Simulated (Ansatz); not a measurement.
# ZrH2Cl4 (built from SMILES [Cl][Zr]([Cl])([Cl])[Cl].[H][H]): a barrier at many levels of theory

How high is the barrier of this step (Zr1–H7 formed, Cl2–H6 formed, Zr1–Cl2 loosened, H6–H7 broken), and how far do cheaper methods land from CCSD(T)?

Computed with Ansatz 0.2.0, Gaussian basis. Level: single points in def2-TZVPP on PBE0-D4/def2-TZVP structures.

Levels: SPW92, PBE-D4, BLYP-D4, r2SCAN-D4, B97M-V, PBE0-D4, B3LYP-D4, r2SCAN0-D4, BHLYP-D4, CAM-B3LYP-D4, wB97X-V, wB97M-V, B2PLYP, PBE-QIDH, RPA on PBE, Hartree-Fock, MP2, CCSD, CCSD(T). The reference is CCSD(T) at the basis limit, from triple and quadruple zeta. Zero-point energies come from PBE0-D4 vibrations.

Correlated methods freeze the cores. Core potentials replace the inner electrons past krypton, and spin-orbit coupling is left out. B3LYP uses VWN-RPA correlation. B2PLYP carries no dispersion term here.

80 further runs of the same task are left out: 80 set aside as unsound or not needed. Runs told in other sessions of the task aren't counted.

**1. Start, saddle and end, as given**

Charge 0, multiplicity 1. The folders r, ts and p hold the start, the saddle and the end; their coordinates stand in the first inputs.

| pair | r (Å) | ts (Å) | p (Å) |
| --- | --- | --- | --- |
| Zr1–H7 | 4.373 | 1.856 | 1.839 |
| Cl2–H6 | 3.382 | 1.297 | 1.284 |
| Zr1–Cl2 | 2.316 | 2.941 | 2.988 |
| H6–H7 | 0.746 | 1.858 | 2.321 |

**2. SPW92/def2-TZVPP**

The input, r/in.yaml:

```yaml
crystal:
  periodic: [false, false, false]
  atoms:
    - {symbol: Zr, position_ang: [-0.688602, -0.336749, -0.976560]}
    - {symbol: Cl, position_ang: [0.356651, -1.805218, 0.478052]}
    - {symbol: Cl, position_ang: [0.318305, -0.469118, -3.057864]}
    - {symbol: Cl, position_ang: [-2.926382, -0.902863, -1.163812]}
    - {symbol: Cl, position_ang: [-0.507055, 1.826676, -0.169847]}
    - {symbol: H, position_ang: [1.803522, 0.483871, 2.503661]}
    - {symbol: H, position_ang: [1.643461, 1.203400, 2.386470]}
basis:
  gaussian: {orbitals: def2-TZVPP}
hamiltonian: {xc: lda}
```

The input, ts/in.yaml:

```yaml
crystal:
  periodic: [false, false, false]
  atoms:
    - {symbol: Zr, position_ang: [-0.314139, 0.448874, -0.392301]}
    - {symbol: Cl, position_ang: [0.729765, -2.050739, 0.752308]}
    - {symbol: Cl, position_ang: [0.922661, -0.163784, -2.268517]}
    - {symbol: Cl, position_ang: [-2.388540, -0.562271, -0.067611]}
    - {symbol: Cl, position_ang: [-0.774820, 2.697655, -0.669063]}
    - {symbol: H, position_ang: [1.131114, -1.069917, 1.500096]}
    - {symbol: H, position_ang: [0.693859, 0.700182, 1.145188]}
basis:
  gaussian: {orbitals: def2-TZVPP}
hamiltonian: {xc: lda}
```

The input, p/in.yaml:

```yaml
crystal:
  periodic: [false, false, false]
  atoms:
    - {symbol: Zr, position_ang: [-0.340410, 0.522125, -0.416338]}
    - {symbol: Cl, position_ang: [0.720348, -2.028902, 0.722802]}
    - {symbol: Cl, position_ang: [0.921269, -0.147111, -2.261182]}
    - {symbol: Cl, position_ang: [-2.386912, -0.539694, -0.059543]}
    - {symbol: Cl, position_ang: [-0.836917, 2.754691, -0.764984]}
    - {symbol: H, position_ang: [1.278095, -1.362036, 1.667799]}
    - {symbol: H, position_ang: [0.644426, 0.800926, 1.111545]}
basis:
  gaussian: {orbitals: def2-TZVPP}
hamiltonian: {xc: lda}
```

One command serves all of them, each in its own folder.

Run with:

```bash
ansatz run in.yaml --threads 8 --pin off --events-out ev --progress --plain --max-ram 19148MiB
```

After this run come: PBE-D4/def2-TZVPP; BLYP-D4/def2-TZVPP; r2SCAN-D4/def2-TZVPP; B97M-V/def2-TZVPP; PBE0-D4/def2-TZVPP; B3LYP-D4/def2-TZVPP; r2SCAN0-D4/def2-TZVPP; BHLYP-D4/def2-TZVPP; CAM-B3LYP-D4/def2-TZVPP; wB97X-V/def2-TZVPP; wB97M-V/def2-TZVPP; B2PLYP/def2-TZVPP; PBE-QIDH/def2-TZVPP; RPA on PBE/def2-TZVPP; CCSD(T)/def2-TZVPP; MP2/def2-QZVPP; SPW92/def2-SVP; PBE-D4/def2-SVP; PBE0-D4/def2-SVP; wB97M-V/def2-SVP; CCSD(T)/def2-SVP; Vibrations of the start structure; Vibrations of the end structure.

What does the calculation give? Wanted: barrier, CCSD(T)/CBS; reverse barrier, CCSD(T)/CBS; step energy, CCSD(T)/CBS; barrier with zero-point energy; step energy with zero-point energy; imaginary mode at the saddle; largest T1 diagnostic.

As calculated:

| quantity | value |
| --- | --- |
| barrier, CCSD(T)/CBS | 1.802 eV |
| reverse barrier, CCSD(T)/CBS | 0.027 eV |
| step energy, CCSD(T)/CBS | +1.775 eV |
| barrier with zero-point energy | 1.852 eV |
| step energy with zero-point energy | +1.836 eV |
| imaginary mode at the saddle | 254i cm⁻¹ |
| largest T1 diagnostic | 0.016 |

Among the functionals PBE-QIDH lands nearest to CCSD(T)/CBS (-0.002 eV) and SPW92 farthest (-0.277 eV). r2SCAN0-D4 is as near within the digits shown. Mean unsigned error by rung: LDA 0.277, GGA 0.034, meta-GGA 0.059, hybrid 0.018, range-separated hybrid 0.055, double hybrid 0.033 eV. The double hybrids carry no dispersion term here, unlike the levels marked D4 or V. PBE-D4 gives a barrier 0.048 eV too low, outside chemical accuracy (1 kcal/mol, 0.043 eV). Hartree-Fock, with no correlation, is off by +0.100 eV, small by cancelling errors. Zero-point motion raises the barrier by 0.050 eV.
